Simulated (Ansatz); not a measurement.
# CaCdF4: the band gap up the ladder of functionals

The task here is to estimate one member of a computed series from the others.

Program: Ansatz 0.2.0. PAW datasets, plane waves. Note: simulated data, non-magnetic, for a generated structure that need not be the stable one.

## The structure to begin with

The cell was relaxed beforehand with r2SCAN.

The symmetry is R-3m (No. 166, trigonal); a = 3.824 Å, c = 18.799 Å in the conventional setting, 13.23 Å³ an atom. Ca has 8 F at 2.35–2.36 Å; F has 3 Cd at 2.34 Å and 1 Ca at 2.36 Å; F has 1 Cd at 2.34 Å and 3 Ca at 2.35 Å; Cd has 8 F at 2.34 Å.

Structure file:

Space group R-3m:H (No. 166). a = 3.824 Å, b = 3.824 Å, c = 18.799 Å, α = 90.00°, β = 90.00°, γ = 120.00°
```tsv
atom	site	symmetry	x	y	z
Ca	3a	-3m	0.0000	0.0000	0.0000
F	6c	3m	0.3333	0.6667	0.7920
F	6c	3m	0.6667	0.3333	0.7089
Cd	3b	-3m	0.6667	0.3333	0.8333
```

The first run:

Input file input.yaml:

```yaml
crystal:
  lattice:
    - [1.9120006835, 1.1038941075, 6.2664292644]
    - [-1.9120006835, 1.1038941075, 6.2664292644]
    - [0.0, -2.2077882204, 6.2664292635]
  atoms:
    - { symbol: Ca, position: [0.0, 0.0, 0.0] }
    - { symbol: F, position: [0.1253584663, 0.1253584663, 0.1253584663] }
    - { symbol: F, position: [0.3755219601, 0.3755219601, 0.3755219601] }
    - { symbol: Cd, position: [0.5, 0.5, 0.5] }
    - { symbol: F, position: [0.6244780399, 0.6244780399, 0.6244780399] }
    - { symbol: F, position: [0.8746415337, 0.8746415337, 0.8746415337] }
kpoints:
  mp_grid: { grid: [8, 8, 8] }
  band_path:
    path:
      - [[0.0, 0.0, 0.0], [0.5, 0.5, 0.5], [0.8126451055527, 0.1873548944473, 0.5]]
      - [[0.5, -0.1873548944473, 0.1873548944473], [0.5, 1.34974588003e-16, 6.414403917337e-17], [0.0, 0.0, 0.0], [0.3436774472237, -0.3436774472237, 1.59293951961e-17]]
      - [[0.6563225527763, 6.486421741156e-17, 0.3436774472237], [0.5, -1.820092797455e-16, 0.5], [0.0, 0.0, 0.0]]
    npoints: 10
hamiltonian:
  xc: pbe
scf:
  occupations: { method: fermi_dirac, width: 0.02 }
  n_extra_bands: 5
output:
  forces: true
  stress: true
  eigenvalues: true
```

Run with:

```bash
ansatz run input.yaml --threads 4 --pin off --max-ram 6451MiB --backend cpu --events-out ev --progress --plain --runs-dir out
```

Steps of the session up to this table: Band structure with PBE; r2SCAN at the same geometry; Single point with HSE06; Single point with PBE+SOC; PBE0 at the same geometry.

One table of the session follows, with a row left open; its other results are not shown here.

```
  level  gap (eV)
    PBE         ?
 r2SCAN      5.17
  HSE06      6.59
PBE+SOC      4.48
   PBE0      7.36
```

**Question.** Estimate the row for PBE.

The run gave: gap (eV): 4.49. In the column «gap (eV)» it lies between PBE+SOC (4.48) and r2SCAN (5.17).

Meshes: PBE 8×8×8, r2SCAN 8×8×8, HSE06 4×4×4, PBE+SOC 8×8×8, PBE0 4×4×4

In words: The gap runs from 4.48 eV (PBE+SOC) to 7.36 eV (PBE0). Against HSE06, PBE is short by 2.10 eV, at 68 % of it, and r2SCAN 78 %. PBE0 lies 0.76 eV above HSE06, which differs from it by screening the long-range exchange.

Caveats from the session: Warnings in the runs' records: stress scf threshold loose, stress exchange threshold loose.
